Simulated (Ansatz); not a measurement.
Run this with Ansatz 0.2.0, Python API and show what comes out.

`rb2cubii6.yaml`
```yaml
crystal:
  lattice:
    - [0.0, 5.945574, 5.945574]
    - [5.945574, 0.0, 5.945574]
    - [5.945574, 5.945574, 0.0]
  atoms:
    - { symbol: Rb, position: [0.75, 0.75, 0.75] }
    - { symbol: Rb, position: [0.25, 0.25, 0.25] }
    - { symbol: Cu, position: [0.5, 0.5, 0.5] }
    - { symbol: Bi, position: [0.0, 0.0, 0.0] }
    - { symbol: I, position: [0.739365, 0.260635, 0.260635] }
    - { symbol: I, position: [0.260635, 0.260635, 0.739365] }
    - { symbol: I, position: [0.260635, 0.739365, 0.739365] }
    - { symbol: I, position: [0.260635, 0.739365, 0.260635] }
    - { symbol: I, position: [0.739365, 0.260635, 0.739365] }
    - { symbol: I, position: [0.739365, 0.739365, 0.260635] }
kpoints:
  mp_grid: { kspacing: 0.4 }
hamiltonian:
  xc: lda
scf:
  occupations: { method: fixed }
basis:
  ecutwfc: "510 eV"
output:
  stress: true
  eigenvalues: true
```

The script, `yaml_run.py`:
```python
"""Rb2CuBiI6 from YAML text."""

import json
import warnings

import ansatz as az
import numpy as np
import yaml

warnings.simplefilter("ignore", az.DeckWarning)

with open("rb2cubii6.yaml") as handle:
    tree = yaml.safe_load(handle)
print("sections:", list(tree))
res = az.Session.from_dict(tree).plan(threads=1).execute()
data = res.report

print("%-22s %14.5f eV" % ("F = E - TS", data["free_energy_ev"]))
print("%-22s %14.5f eV" % ("E", data["internal_energy_ev"]))
print("%-22s %14.5f eV" % ("Harris-Foulkes", data["harris_foulkes_ev"]))
print("%-22s %14.5f eV" % ("Fermi level", data["fermi_energy_ev"]))

print("band  energy (eV)  occupation, at k =", data["kpoints_frac"][0])
for band, (e, occ) in enumerate(zip(data["eigenvalues_ev"][0], data["occupations"][0]), start=1):
    print(f"{band:4d} {e:12.4f} {occ:9.4f}")

# pressure is a third of the trace
stress = np.array(data["stress_gpa"])
print(f"pressure {np.trace(stress) / 3:.3f} GPa")
print("stress tensor, GPa, positive in compression")
print(np.round(stress, 3) + 0.0)

used = data["setup"]
print("cutoffs (eV):", used["ecut_ev"], used["ecutrho_ev"], " FFT grid:", used["fft_dense"])
print("cell volume {:.3f} A^3, {} symmetry operations".format(used["cell_volume_ang3"], used["n_sym_ops"]))

keep = ["free_energy_ev", "energy_sigma0_ev", "fermi_energy_ev", "n_iterations", "converged", "magnetization_mub", "n_kpoints"]
with open("rb2cubii6.json", "w") as handle:
    json.dump({key: data[key] for key in keep}, handle, indent=1)
```

```console
$ python yaml_run.py
sections: ['crystal', 'kpoints', 'hamiltonian', 'scf', 'basis', 'output']
F = E - TS               -69125.27499 eV
E                        -69125.27499 eV
Harris-Foulkes           -69125.27499 eV
Fermi level                   4.43045 eV
band  energy (eV)  occupation, at k = [0.0, 0.0, 0.0]
   1    -105.7736    2.0000
   2     -63.6259    2.0000
   3     -63.6259    2.0000
   4     -63.6259    2.0000
   5     -39.6637    2.0000
   6     -39.6632    2.0000
   7     -39.6632    2.0000
   8     -39.6632    2.0000
   9     -39.6630    2.0000
  10     -39.6630    2.0000
  11     -39.6161    2.0000
  12     -39.6161    2.0000
  13     -39.6161    2.0000
  14     -39.6156    2.0000
  15     -39.6156    2.0000
  16     -39.6156    2.0000
  17     -39.6154    2.0000
  18     -39.6154    2.0000
  19     -39.6154    2.0000
  20     -39.6148    2.0000
  21     -39.6148    2.0000
  22     -39.6148    2.0000
  23     -39.4863    2.0000
  24     -39.4862    2.0000
  25     -39.4862    2.0000
  26     -39.4862    2.0000
  27     -39.4861    2.0000
  28     -39.4861    2.0000
  29     -39.4855    2.0000
  30     -39.4855    2.0000
  31     -39.4853    2.0000
  32     -39.4853    2.0000
  33     -39.4853    2.0000
  34     -39.4849    2.0000
  35     -21.9491    2.0000
  36     -21.9487    2.0000
  37     -18.4978    2.0000
  38     -18.4978    2.0000
  39     -18.4730    2.0000
  40     -18.4730    2.0000
  41     -18.4730    2.0000
  42      -8.3263    2.0000
  43      -7.3619    2.0000
  44      -7.3619    2.0000
  45      -7.3619    2.0000
  46      -7.0967    2.0000
  47      -7.0967    2.0000
  48      -6.0172    2.0000
  49      -6.0172    2.0000
  50      -6.0172    2.0000
  51      -6.0076    2.0000
  52      -6.0076    2.0000
  53      -6.0076    2.0000
  54      -5.7987    2.0000
  55       0.6137    2.0000
  56       0.6137    2.0000
  57       0.6137    2.0000
  58       0.9913    2.0000
  59       1.8236    2.0000
  60       1.8236    2.0000
  61       1.8236    2.0000
  62       2.1187    2.0000
  63       2.1187    2.0000
  64       3.2944    2.0000
  65       3.2944    2.0000
  66       3.2944    2.0000
  67       3.3055    2.0000
  68       3.3055    2.0000
  69       3.3055    2.0000
  70       3.4689    2.0000
  71       3.4689    2.0000
  72       3.4689    2.0000
  73       4.0739    2.0000
  74       4.0739    2.0000
  75       4.0739    2.0000
  76       4.4305    2.0000
  77       4.4305    2.0000
  78       6.0702    0.0000
  79       6.0702    0.0000
  80       6.0702    0.0000
  81       7.2797    0.0000
  82       7.9153    0.0000
  83       8.3736    0.0000
  84       8.8415    0.0000
  85       8.8415    0.0000
  86       9.3121    0.0000
  87       9.3121    0.0000
  88       9.3121    0.0000
  89       9.9977    0.0000
pressure -2.315 GPa
stress tensor, GPa, positive in compression
[[-2.315  0.     0.   ]
 [ 0.    -2.315  0.   ]
 [ 0.     0.    -2.315]]
cutoffs (eV): 510.0 2040.0  FFT grid: [64, 64, 64]
cell volume 420.350 A^3, 48 symmetry operations
```

It writes `rb2cubii6.json`:
```json
{
 "free_energy_ev": -69125.27499333286,
 "energy_sigma0_ev": -69125.27499333286,
 "fermi_energy_ev": 4.430451328082913,
 "n_iterations": 9,
 "converged": true,
 "magnetization_mub": 0.0,
 "n_kpoints": 4
}
```

Caveats:
- Total energies depend on the potentials; only differences at equal settings carry meaning. A total without «per atom» is that of the cell as typed.
- No spin polarisation was allowed.
- The computed bands are complete only to about 5.6 eV above the Fermi level.
- An absolute Fermi energy rests on an arbitrary zero of the periodic potential and has no direct meaning.
- Without a Hubbard U or exact exchange, semilocal functionals often make such 3d compounds metallic or too weakly gapped.
- This cell is a computed structure, which may not be the phase found in nature.
- Levels are Kohn-Sham eigenvalues on this mesh, without spin-orbit coupling.
- Wall time of the script: 14 s on 1 thread of Arm Neoverse V2, with other jobs on the host, peak memory 0.82 GiB.

(Lines on the test bed's own set-up are left out of the output.)
